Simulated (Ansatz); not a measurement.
# La2Fe2S2O3 (I4/mmm): equation of state

The task here is to estimate one member of a computed series from the others.

Computed with Ansatz 0.2.0 (DFT PBE+U (U_eff = 4 eV on Fe 3d), scalar-relativistic, plane waves, PAW, unless a step's input says otherwise).

These runs use a low cutoff (300 eV) and a coarse mesh on purpose, to show what cheap settings give: their numbers aren't properties of the material.

## The structure to begin with

It takes space group I4/mmm (No. 139, tetragonal). Conventional cell: a = 4.086 Å, b = 4.086 Å, c = 18.158 Å, α = 90.00°, β = 90.00°, γ = 90.00°. La (site symmetry 4mm) is surrounded by 4 O at 2.38 Å. Fe (site symmetry mmm) is surrounded by 2 O at 2.04 Å and 4 S at 2.67 Å. S (site symmetry 4mm) has 4 Fe at 2.67 Å as nearest neighbours. O (site symmetry -4m2) is surrounded by 4 La at 2.38 Å. Around O (site symmetry 4/mmm) lie 4 Fe at 2.04 Å.

Coordinates:

```cif
data_structure
_symmetry_space_group_name_H-M 'P 1'
_symmetry_Int_Tables_number 1
_cell_length_a 9.5278
_cell_length_b 9.5278
_cell_length_c 9.5278
_cell_angle_alpha 155.235
_cell_angle_beta 155.235
_cell_angle_gamma 35.307
_cell_volume 151.60
loop_
_atom_site_label
_atom_site_type_symbol
_atom_site_fract_x
_atom_site_fract_y
_atom_site_fract_z
_atom_site_occupancy
La1 La 0.18247 0.18247 0.00000 1
La2 La 0.81753 0.81753 0.00000 1
Fe1 Fe 0.50000 0.00000 0.50000 1
Fe2 Fe 0.00000 0.50000 0.50000 1
S1 S 0.40549 0.40549 0.00000 1
S2 S 0.59451 0.59451 0.00000 1
O1 O 0.75000 0.25000 0.50000 1
O2 O 0.25000 0.75000 0.50000 1
O3 O 0.00000 0.00000 0.00000 1
```

This cell comes from an earlier session at PBE+U (U_eff = 4 eV on Fe 3d): 16.844 Å³/atom at 0.00 GPa, on a 6×6×6 mesh. The large moments point both ways and cancel.

Volume factors to run: 0.980, 1.020, 0.960, 1.040.

Set-up of the first run:

input.yaml

```yaml
crystal:
  lattice:
    - [-2.0294170299, 2.0294170346, 9.018164322]
    - [2.0294170299, -2.0294170346, 9.018164322]
    - [2.0294170299, 2.0294170346, -9.018164322]
  atoms:
    - { symbol: La, position: [0.182471546, 0.182471546, 0.0] }
    - { symbol: La, position: [0.817528454, 0.817528454, 0.0] }
    - { symbol: Fe, position: [0.5, 0.0, 0.5], spin: 3.65 }
    - { symbol: Fe, position: [0.0, 0.5, 0.5], spin: -3.65 }
    - { symbol: S, position: [0.40549062, 0.40549062, 0.0] }
    - { symbol: S, position: [0.59450938, 0.59450938, 0.0] }
    - { symbol: O, position: [0.7500000001, 0.2500000001, 0.5] }
    - { symbol: O, position: [0.2499999999, 0.7499999999, 0.5] }
    - { symbol: O, position: [0.0, 0.0, 0.0] }
basis:
  ecutwfc: 300
  ecutrho_ratio: 4
kpoints:
  mp_grid: { grid: [6, 6, 6] }
hamiltonian:
  xc: pbe
  hubbard:
    sites:
      - { species: Fe, l: d, u_eff: 4.0, starting_ns: start.occupation_matrices }
    ns_hold: { iters: 6 }
scf:
  occupations: { method: gaussian, width: 0.05 }
  lower_state_search: "off"
output:
  forces: true
  stress: true
  eigenvalues: true
  populations: true
magnetization:
  spin_polarized: true
relax:
  f_tol: 0.01
  max_steps: 40
  cell: { stress_tol: 0.1, fix: [volume] }
```

start.occupation_matrices holds the open shells' occupation matrices from the neighbouring geometry.

Started as:

```sh
ansatz run input.yaml --threads 2 --pin off --max-ram 5120MiB --backend cpu --events-out ev --progress --plain --runs-dir out
```

Among the steps run: Scaling the volume by 0.980; Volume × 1.020; Volume × 0.960; Volume × 1.040.

One table of the session follows, with a row left open; its other results are not shown here.

It belongs to the step «Energy and pressure against volume». 

| volume (Å³/atom) | energy (meV/atom) | pressure (GPa) | gap (eV) | moment of atom 3 (μB) |
| --- | --- | --- | --- | --- |
| 16.170 | 7.38 | 3.53 | 2.39 | 3.29 |
| 16.507 | ? | ? | ? | ? |
| 16.844 | 0.00 | 0.00 | 2.49 | 3.31 |
| 17.181 | 1.60 | -1.49 | 2.52 | 3.33 |
| 17.518 | 6.48 | -2.82 | 2.56 | 3.34 |

Q: Estimate the row for volume (Å³/atom) = 16.507 from the others.

Worked estimate for «energy (meV/atom)». A straight line through the neighbours (16.170, 7.38) and (16.844, 0.00) gives 7.38 + (0.00 − 7.38) × (16.507 − 16.170) / (16.844 − 16.170) = 3.69; a parabola fitted to 3 rows on both sides gives 1.93.

The run gave: energy (meV/atom): 2.22; pressure (GPa): 1.73; gap (eV): 2.45; moment of atom 3 (μB): 3.30. In «energy (meV/atom)» the line misses by +1.47 and the parabola by -0.29.

Limits of these values: Warnings in the runs' records: cutoff below recommended.
